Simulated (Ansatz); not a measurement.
**Zr2TiC3: from a guess to a relaxed structure**

Where does this trial cell of Zr2TiC3 go when cell and atoms are let free?

Computed with Ansatz 0.2.0 (DFT PBE, scalar-relativistic, plane waves, PAW, unless a step's input says otherwise).

## 1. Starting point

It takes space group I4/mmm (No. 139, tetragonal). The conventional cell has a = 3.442 Å, b = 3.442 Å, c = 14.605 Å, α = 90.00°, β = 90.00°, γ = 90.00°. Zr (site symmetry 4mm) has 6 C at 2.43 Å as nearest neighbours. Ti (site symmetry 4/mmm) is surrounded by 6 C at 2.43 Å. Around C (site symmetry 4mm) lie 5 Zr at 2.43 Å and 1 Ti at 2.43 Å. C (site symmetry 4/mmm) is surrounded by 4 Ti at 2.43 Å and 2 Zr at 2.43 Å.

As a file:

```
CELL_PARAMETERS angstrom
-1.72120 1.72120 7.30245
1.72120 -1.72120 7.30245
1.72120 1.72120 -7.30245
ATOMIC_POSITIONS crystal
Zr 0.66667 0.66667 0.00000
Zr 0.33333 0.33333 0.00000
Ti 0.00000 0.00000 0.00000
C 0.83333 0.83333 0.00000
C 0.50000 0.50000 0.00000
C 0.16667 0.16667 0.00000
```

The start is an ordering of an alloy on its end members' structure types: elements ordered on the sites of the TiC type, Ti/Zr on Ti (I4/mmm, No. 139).

## 2. The guess as it stands, on a coarse mesh

input.yaml reads:

```yaml
crystal:
  lattice:
    - [-1.72120491, 1.72120491, 7.30245397]
    - [1.72120491, -1.72120491, 7.30245397]
    - [1.72120491, 1.72120491, -7.30245397]
  atoms:
    - { symbol: Zr, position: [0.66666667, 0.66666667, 0.0] }
    - { symbol: Zr, position: [0.33333333, 0.33333333, 0.0] }
    - { symbol: Ti, position: [0.0, 0.0, 0.0] }
    - { symbol: C, position: [0.83333333, 0.83333333, 0.0] }
    - { symbol: C, position: [0.5, 0.5, 0.0] }
    - { symbol: C, position: [0.16666667, 0.16666667, 0.0] }
basis:
  ecutwfc: 420
kpoints:
  mp_grid: { grid: [8, 8, 8] }
hamiltonian:
  xc: pbe
scf:
  occupations: { method: gaussian, width: 0.1 }
  lower_state_search: "off"
output:
  forces: true
  stress: true
  eigenvalues: true
```

Launch:

```console
ansatz run input.yaml --threads 1 --pin off --max-ram 2560MiB --backend cpu --events-out ev --progress --plain --runs-dir out
```

Further runs follow: a loose first relaxation; spin check on a coarse mesh; full relaxation.

Q: Predict the outcome of this session. Wanted: conventional cell; volume; energy over the elements; gap on the mesh.

The runs gave:

```
                              quantity                                                                       value
symmetry at the end (tolerance 0.05 Å)                                                space group I4/mmm (No. 139)
                     conventional cell  a = 3.262 Å, b = 3.262 Å, c = 13.752 Å, α = 90.00°, β = 90.00°, γ = 90.00°
                                volume                                                               12.19 Å³/atom
              energy over the elements                                                               -0.78 eV/atom
                       gap on the mesh                                                                none (metal)
```

In words: The space group I4/mmm (No. 139) is kept, and the volume per atom shrinks by 15.5 % from the first guess. A negative formation energy is needed for stability but isn't enough; other structures and compounds were not set against it here. No finished test with a distortion of lower symmetry is shown, so the end may be a saddle point. Other magnetic orders were not searched.
